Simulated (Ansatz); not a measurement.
# CuHO: inputs that go wrong

Aim: try 4 inputs for CuHO as typed, read how each ends, and find what has to change.

Method: the settings change from run to run; program: Ansatz 0.2.0, Gaussian basis.

## (1) The molecule

An earlier PBE0-D4 in a triple-zeta def2 set relaxation fixed the geometry.

SMILES `[OH][Cu]`, 3 atoms, charge 0, spin multiplicity 1.

Atoms are counted from 1 here; the program's logs count them from 0.

Bond lengths: O1–Cu2 1.785 Å, O1–H3 0.962 Å. Angles: Cu2–O1–H3 108.9°.

## (2) Input 1

File in.yaml:

```yaml
crystal:
  periodic: [false, false, false]
  atoms:
    - {symbol: O, position_ang: [-0.333325, -0.433738, -0.237595]}
    - {symbol: Cu, position_ang: [1.159754, 0.002927, 0.637752]}
    - {symbol: H, position_ang: [-0.837329, 0.366011, -0.413356]}
basis:
  gaussian: {orbitals: ANO-RCC-VTZP, fitting: {mean_field: cc-pVTZ-jkfit}, nuclear_model: gaussian}
hamiltonian: {xc: {name: r2SCAN0}}
accuracy: high
output: {forces: true}
```

On the command line:

```console
> ansatz run in.yaml --threads 4 --pin off --events-out ev --progress --plain --max-ram 10444MiB
```

What it wrote:

```text
Functional definition: r2SCAN0
  name "r2SCAN0"
  cite "Bursch, Neugebauer, Ehlert & Grimme, J. Chem. Phys. 156, 134105 (2022) doi:10.1063/5.0086040"
  cite "Furness, Kaplan, Ning, Perdew & Sun, J. Phys. Chem. Lett. 11, 8208 (2020) doi:10.1021/acs.jpclett.0c02405"
  cite "Furness, Kaplan, Ning, Perdew & Sun, J. Phys. Chem. Lett. 11, 9248 (2020) doi:10.1021/acs.jpclett.0c03077"
  parent r2scan
  parameter a = 0.25
  parameter k0 = 0.174
  parameter k1 = 0.065
  parameter a1 = 4.9479
  exchange = (1 - a)*r2scan_x(k0 = k0, k1 = k1, a1 = a1) + a*exact_x
  correlation = r2scan_c
Error: <dir> the basis set cc-pVTZ-JKFIT has no functions for Cu
```

It took 0.3 s on 4 threads of Arm Neoverse V2, shared host.

What is wrong: Refused before any calculation. The fitting set named has no entry for an element of this molecule. Cure: leave the fitting key out, or name a set that covers all elements and suits the basis.

## (3) Input 2

File in.yaml:

```yaml
crystal:
  periodic: [false, false, false]
  atoms:
    - {symbol: O, position_ang: [-0.333325, -0.433738, -0.237595]}
    - {symbol: Cu, position_ang: [1.159754, 0.002927, 0.637752]}
    - {symbol: H, position_ang: [-0.837329, 0.366011, -0.413356]}
basis:
  gaussian: {orbitals: cc-pVTZ, fitting: {mean_field: def2-universal-jkfit}, final_grid: {core_spheres: 20, valence_spheres: 16, degree: 47}, nuclear_model: gaussian, point_charges: [{charge: 1.00, position_ang: [5.761, 0.895, -0.901]}]}
hamiltonian: {xc: {name: wB97X-D}}
```

The command is unchanged.

What it wrote:

```text
Error: YAML parse error: error: line 9 column 19: hamiltonian.xc: no functional is named "wB97X-D"; the names, which are not case-sensitive, are SVWN5, SPW92, PBE, PBE0, PBEsol, revPBE, revPBE0, RPBE, rPW86-PBE, HSE06, wPBEh, LC-wPBE, HISS, HF, BLYP, B3LYP, B3LYP5, BHLYP, CAM-B3LYP, r2SCAN, r2SCANh, r2SCAN0, r2SCAN50, m-r2SCAN, B97, wB97, wB97X, wB97X-V, B97M-V, wB97M-V, B2PLYP, B2GP-PLYP, PBE0-DH, PBE-QIDH
 --> <input>:9:19
  |
7 | basis:
8 |   gaussian: {orbitals: cc-pVTZ, fitting: {mean_field: def2-universal-jkfit}, final_…
9 | hamiltonian: {xc: {name: wB97X-D}}
  |                   ^ hamiltonian.xc: no functional is named "wB97X-D"; the names, which are not case-sensitive, are SVWN5, SPW92, PBE, PBE0, PBEsol, revPBE, revPBE0, RPBE, rPW86-PBE, HSE06, wPBEh, LC-wPBE, HISS, HF, BLYP, B3LYP, B3LYP5, BHLYP, CAM-B3LYP, r2SCAN, r2SCANh, r2SCAN0, r2SCAN50, m-r2SCAN, B97, wB97, wB97X, wB97X-V, B97M-V, wB97M-V, B2PLYP, B2GP-PLYP, PBE0-DH, PBE-QIDH
```

Wall time 0.05 s (4 threads of Arm Neoverse V2, shared host).

**Diagnosis.** The program refused the input. The method's name isn't one that the program takes here. Cure: name a functional that the program knows, and remove the point charge.

## (4) Input 3

File in.yaml:

```yaml
crystal:
  periodic: [false, false, false]
  atoms:
    - {symbol: O, position_ang: [-0.333325, -0.433738, -0.237595]}
    - {symbol: Cu, position_ang: [1.159754, 0.002927, 0.637752]}
    - {symbol: H, position_ang: [-0.837329, 0.366011, -0.413356]}
basis:
  gaussian: {orbitals: cc-pVDZ}
total_charge: 3
magnetization: {spin_polarized: true, initial_magnetization: 1}
hamiltonian: {xc: {name: PBEsol}, dispersion: d3bjatm, pseudopotentials: {relativity: scalar}}
```

The command is unchanged.

What it wrote, cut to the lines that bear on the results:

```text
Functional definition: PBEsol
  name "PBEsol"
  cite "Perdew et al., Phys. Rev. Lett. 100, 136406 (2008) doi:10.1103/PhysRevLett.100.136406"
  cite "Perdew, Burke & Ernzerhof, Phys. Rev. Lett. 77, 3865 (1996) doi:10.1103/PhysRevLett.77.3865"
  parent pbesol
[...]
731 factors; their error is unknown
[...]
mean field -46908.33655976 eV, -1723.8495729585 hartree, gradient 9.2e-6 eV, S^2 1.467505; 18 other end points of the search recorded, 0 dependent functions left out
reference -46908.33658972 eV, -1723.8495740597 hartree; 18, 17 occupied and 44, 45 virtual orbitals, 731 factors
Total energy: -46908.34551254 eV, -1723.8499019672 hartree
Relativity: scalar
```

Run time: 8.5 s. Hardware: 4 threads of Arm Neoverse V2, shared host.

**Diagnosis.** It ended without an error, which proves nothing about the input. The charge is far from anything that the molecule holds. It asks for charge +3; the species has 0. Its energy belongs to another ion. Cure: type the charge that the molecule really has.

## (5) Input 4

File in.yaml:

```yaml
crystal:
  periodic: [true, true, true]
  atoms:
    - {symbol: O, position_ang: [-0.349992, -0.455425, -0.249475]}
    - {symbol: Cu, position_ang: [1.217742, 0.003073, 0.669639]}
    - {symbol: H, position_ang: [-0.879195, 0.384312, -0.434024]}
basis:
  gaussian: {orbitals: "6-31G*"}
magnetization: {spin_polarized: true, initial_magnetization: 0}
hamiltonian: {xc: {name: B3LYP}, dispersion: d4}
```

The command is unchanged.

What it wrote:

```text
Error: YAML parse error: error: line 2 column 3: crystal: missing field `lattice` (a structure is typed as `lattice` and `atoms`, a molecule's as `atoms` in Å alone, or read from a run's directory, `checkpoint`)
 --> <input>:2:3
  |
1 | crystal:
2 |   periodic: [true, true, true]
  |   ^ crystal: missing field `lattice` (a structure is typed as `lattice` and `atoms`, a molecule's as `atoms` in Å alone, or read from a run's directory, `checkpoint`)
3 |   atoms:
4 |     - {symbol: O, position_ang: [-0.349992, -0.455425, -0.249475]}
  |
```

It took 0.05 s on 4 threads of Arm Neoverse V2, shared host.

**Diagnosis.** Refused before any calculation. The molecule is marked periodic without a cell. Its coordinates are also moved off the relaxed structure. Fix: set periodic to false, or give a lattice.

## (6) Summary

| input | level | ended | cause | time |
| --- | --- | --- | --- | --- |
| 1 | r2SCAN0/ANO-RCC-VTZP | refused | the fitting set named has no entry for an element of this molecule | 0.3 s |
| 2 | wB97X-D/cc-pVTZ | refused | the method's name isn't one that the program takes here | 0.05 s |
| 3 | PBEsol/cc-pVDZ | converged | the charge is far from anything that the molecule holds | 8.5 s |
| 4 | B3LYP/6-31G* | refused | the molecule is marked periodic without a cell | 0.05 s |

3 refused, 1 converged. A refusal costs next to no computing time. The dangerous case is the input that converges on a wrong geometry, charge, spin, basis or grid: often only a look at the input shows it.
